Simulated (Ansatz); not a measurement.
**VMo: response to uniaxial strain along a**

The task here is to estimate one member of a computed series from the others.

Method: DFT PBEsol, scalar-relativistic, plane waves, PAW, in Ansatz 0.2.0.

## The starting structure

Symmetry: Cmmm, No. 65, orthorhombic system. The conventional cell has a = 3.075 Å, b = 4.448 Å, c = 4.229 Å, α = 90.00°, β = 90.00°, γ = 90.00°. V (site symmetry mmm) has 4 Mo at 2.61 Å and 4 V at 2.70 Å as nearest neighbours. Mo (site symmetry mmm) is surrounded by 4 V at 2.61 Å and 4 Mo at 2.70 Å.

Coordinates:

```xyz
2
Lattice="1.5373 -2.2240 0.0000 1.5373 2.2240 0.0000 0.0000 0.0000 4.2290" Properties=species:S:1:pos:R:3 pbc="T T T"
V     1.5373    0.0000    2.1145
Mo    0.0000    0.0000    0.0000
```

The structure comes from the Materials Project (structure only).

Set-up of the first run:

(A quick probe on a coarse mesh, which set the mesh and smearing, is not shown.)

File input.yaml:

```yaml
crystal:
  lattice:
    - [1.53727779, -2.2240280561, 0.0]
    - [1.53727779, 2.2240280561, 0.0]
    - [0.0, 0.0, 4.2290126323]
  atoms:
    - { symbol: V, position: [0.5, 0.5, 0.5] }
    - { symbol: Mo, position: [0.0, 0.0, 0.0] }
basis:
  ecutwfc: 420
kpoints:
  mp_grid: { grid: [16, 16, 10] }
hamiltonian:
  xc: pbesol
scf:
  occupations: { method: gaussian, width: 0.1 }
output:
  forces: true
  stress: true
  eigenvalues: true
relax:
  adjacent_minimum: "off"
  f_tol: 0.005
  max_steps: 80
  cell: { stress_tol: 0.05 }
```

Launch:

```sh
> ansatz run input.yaml --threads 1 --pin off --max-ram 1331MiB --backend cpu --events-out ev --progress --plain --runs-dir out
```

Steps of the session up to this table: The relaxation; The cell strained by -1.0 %; The cell strained by +1.0 %; Strain -2.0 %; At +2.0 %; The cell strained by -3.0 %; Strain +3.0 %.

One of the session's tables, all rows but one given; the rest of the session is left out.

Lengths are those of the vectors of the cell that was run; stresses in GPa:

| strain (%) | ΔE (meV/atom) | a (Å) | b (Å) | c (Å) |
| --- | --- | --- | --- | --- |
| -3.0 | 13.4 | 2.960 | 4.431 | 4.245 |
| -2.0 | 5.6 | 2.991 | 4.418 | 4.232 |
| -1.0 | 1.3 | 3.021 | 4.406 | 4.221 |
| +0.0 | 0.0 | 3.052 | 4.389 | 4.211 |
| +1.0 | 1.6 | 3.082 | 4.379 | 4.199 |
| +2.0 | ? | ? | ? | ? |
| +3.0 | 12.1 | 3.143 | 4.347 | 4.181 |

Q: Estimate the row for strain (%) = +2.0 from the others.

Worked estimate for «ΔE (meV/atom)». A straight line through the neighbours (1.0, 1.6) and (3.0, 12.1) gives 1.6 + (12.1 − 1.6) × (2.0 − 1.0) / (3.0 − 1.0) = 6.8; a parabola fitted to 3 rows on both sides gives 5.6.

As computed: ΔE (meV/atom): 5.7; a (Å): 3.113; b (Å): 4.364; c (Å): 4.190. In «ΔE (meV/atom)» the line misses by +1.1 and the parabola by -0.1.

ΔE is over the unstrained cell. Stress in GPa, positive in compression, on the Cartesian axes of the input. 

To keep in mind: Warnings in the runs' records: seeded moment not kept.
